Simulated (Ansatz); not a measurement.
Consider vertical spin-state energies of Cl2H3NOSi, SMILES N[Si](O)(Cl)Cl (the Ansatz DFT code, driven from Python).

`cl2h3nosi_spin.py`
```python
# -*- coding: utf-8 -*-
import ansatz as az
from ase import Atoms

config = {
    "basis_set": "def2-SVPD",
    "xc": "HF",
}


def main():
    atoms = Atoms(["N", "Si", "O", "Cl", "Cl", "H", "H", "H"], positions=[
        (-1.2608, 0.1524, 0.4777),
        (0.1622, -0.0735, -0.2805),
        (1.1335, -0.6902, 0.8466),
        (0.1537, -1.3774, -1.8144),
        (0.988, 1.6455, -0.9717),
        (-1.1354, 0.7459, 1.3113),
        (-1.8473, 0.7937, -0.1286),
        (1.8982, -1.2534, 0.5039),
    ])
    geometry = az.Crystal.molecule_from_ase(atoms)

    setup = geometry.calculation()
    setup = setup.basis(gaussian=config["basis_set"]).functional(config["xc"])
    found = {}
    for unpaired in [0, 2]:
        summary = setup.spin("collinear", total=unpaired).run(threads=1, backend="cpu").report
        s = unpaired / 2
        found[unpaired] = summary["free_energy_ev"]
        print(f"2S+1 = {unpaired + 1}: E = {found[unpaired]:.5f} eV, <S^2> = {abs(summary['mean_field']['state']['spin_squared']):.3f} (pure state {s * (s + 1):.2f})")
    lowest = min(found, key=found.get)
    for unpaired, e in found.items():
        print(f"multiplicity {unpaired + 1}: {23.060548 * (e - found[lowest]):.1f} kcal/mol above the lowest")


if __name__ == "__main__":
    main()
```

Which spin state is lowest at this geometry, and how far above lie the others?

In order: multiplicity 1 (+0.00 eV) and multiplicity 3 (+6.72 eV), all at the one geometry.

What the script printed:

Running `python cl2h3nosi_spin.py` prints:
```text
2S+1 = 1: E = -36428.15250 eV, <S^2> = 0.000 (pure state 0.00)
2S+1 = 3: E = -36421.43411 eV, <S^2> = 2.010 (pure state 2.00)
multiplicity 1: 0.0 kcal/mol above the lowest
multiplicity 3: 154.9 kcal/mol above the lowest
```

Total energies depend on the basis set; only differences at equal settings carry meaning. The geometry is a force-field or estimated start, not a minimum of this method, and the basis set is short of its limit. All parts are taken at fixed geometry, without zero-point energy. Hartree-Fock leaves correlation out, so it favours high-spin states too much. Run time: 33 s on 1 thread of Arm Neoverse V1, with other jobs on the host, peak memory 0.53 GiB.
